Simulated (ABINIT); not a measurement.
AlO2:

```
Al O
1.0
     1.48816   -5.40283    0.00000
     1.48816    5.40283    0.00000
     0.00000    0.00000    3.64661
Al O
2 4
Cartesian
  1.4882 -1.8168 2.7350
  1.4882 1.8168 0.9117
  1.4882 4.7429 2.7350
  1.4882 -4.7429 0.9117
  1.4882 2.2240 2.7350
  1.4882 -2.2240 0.9117
```

The cell comes from a database or a generator and needn't be the stable form of this composition.

Base run:

- Program: ABINIT 10.8.3 (patched build)
- Functional: LDA
- Potentials or basis: JTH PAW LDA v2.0
- Cutoff: 626 eV
- k mesh: 9 × 9 × 7
- Occupations: fermi-dirac, width 0.05 eV
- Spin: no spin polarisation

Its results: band gap on the k mesh none (metal or under the smearing width); pressure -12.2 GPa; largest force 0.437 eV/Å.

Task: The run is repeated on the same cell with these changes: functional from LDA to PBE; potentials or basis from JTH PAW LDA v2.0 to JTH PAW PBE v2.0. What comes out?

Result: Band gap on the k mesh none (metal or under the smearing width); pressure -1.2 GPa; largest force 0.719 eV/Å.
